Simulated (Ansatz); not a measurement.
# C₂H₉NSn: up Jacob's ladder to CCSD(T)

An exercise on one series of results from a longer session: the logs are not shown, and one member is left open.

The runs use Ansatz 0.2.0, Gaussian basis; functionals in def2-TZVPP, the program's frozen cores in correlated methods.

Levels to be run: PBE-D4, r2SCAN-D4, PBE0-D4, B3LYP-D4, ωB97X-V, ωB97M-V, B2PLYP; CCSD(T)/def2-TZVPP; MP2/def2-QZVPP; extrapolation to the limit.

### The relaxed structure

An earlier PBE0-D4 in a triple-zeta def2 set relaxation fixed the geometry. Sn takes the def2 core potential; no spin-orbit term is included.

SMILES `CC[NH][SnH3]`, 13 atoms, charge 0, spin multiplicity 1.

Atoms are counted from 1 here; the program's logs count them from 0.

Bond lengths: C1–C2 1.517 Å, C1–H5 1.093 Å, C1–H6 1.092 Å, C1–H7 1.094 Å, C2–N3 1.454 Å, C2–H8 1.103 Å, C2–H9 1.096 Å, N3–Sn4 2.028 Å, N3–H10 1.013 Å, Sn4–H11 1.705 Å, Sn4–H12 1.706 Å, Sn4–H13 1.718 Å. Angles: C2–C1–H5 111.1°, C2–C1–H6 110.5°, C2–C1–H7 110.7°, H5–C1–H6 108.8°, H5–C1–H7 107.7°, H6–C1–H7 107.9°, C1–C2–N3 111.1°, C1–C2–H8 109.0°, C1–C2–H9 109.0°, N3–C2–H8 113.4°, N3–C2–H9 108.0°, H8–C2–H9 106.0°, C2–N3–Sn4 118.5°, C2–N3–H10 110.5°, Sn4–N3–H10 112.5°, N3–Sn4–H11 106.4°, N3–Sn4–H12 105.8°, N3–Sn4–H13 112.2° and more.

Set-up of the first run:

File in.yaml:

```yaml
crystal:
  periodic: [false, false, false]
  atoms:
    - {symbol: C, position_ang: [-0.369706, 2.035593, -0.154222]}
    - {symbol: C, position_ang: [-0.542201, 0.571257, 0.200728]}
    - {symbol: N, position_ang: [0.628924, -0.201672, -0.179671]}
    - {symbol: Sn, position_ang: [0.525503, -2.224585, -0.084099]}
    - {symbol: H, position_ang: [-1.261730, 2.611394, 0.105835]}
    - {symbol: H, position_ang: [-0.176432, 2.149370, -1.222817]}
    - {symbol: H, position_ang: [0.475483, 2.468823, 0.389240]}
    - {symbol: H, position_ang: [-0.792767, 0.488622, 1.271306]}
    - {symbol: H, position_ang: [-1.405141, 0.170729, -0.344286]}
    - {symbol: H, position_ang: [1.458660, 0.166110, 0.269508]}
    - {symbol: H, position_ang: [2.078082, -2.806325, -0.479670]}
    - {symbol: H, position_ang: [-0.651569, -2.685441, -1.229142]}
    - {symbol: H, position_ang: [0.053193, -2.778577, 1.471989]}
basis:
  gaussian: {orbitals: def2-TZVPP}
hamiltonian: {xc: pbe, dispersion: d4}
output: {forces: true, orbitals: {seedname: orbitals}}
```

Command:

```console
> ansatz run in.yaml --threads 4 --pin off --events-out ev --progress --plain --max-ram 10444MiB
```

Among the steps run: PBE-D4 (GGA); r2SCAN-D4 (meta-GGA); PBE0-D4 (hybrid); B3LYP-D4 (hybrid); ωB97X-V (range-separated); ωB97M-V (range-separated); B2PLYP (double hybrid); CCSD(T) in def2-TZVPP; MP2 in def2-QZVPP.

One table of the session follows, with a row left open; its other results are not shown here.

It belongs to the step «Atomisation energies». 

```
            method  atomisation energy (kJ/mol)
            PBE-D4                       4325.6
         r2SCAN-D4                       4265.3
           PBE0-D4                       4271.6
          B3LYP-D4                       4286.0
           ωB97X-V                       4305.5
           ωB97M-V                       4288.6
            B2PLYP                       4229.0
     HF/def2-TZVPP                       3079.2
    MP2/def2-TZVPP                       4176.1
   CCSD/def2-TZVPP                       4135.6
CCSD(T)/def2-TZVPP                       4189.7
           MP2/CBS                            ?
       CCSD(T)/CBS                       4296.2
```

Estimate the missing values for MP2/CBS.

The run gave: atomisation energy (kJ/mol): 4282.6. In the column «atomisation energy (kJ/mol)» it lies between PBE0-D4 (4271.6) and B3LYP-D4 (4286.0).
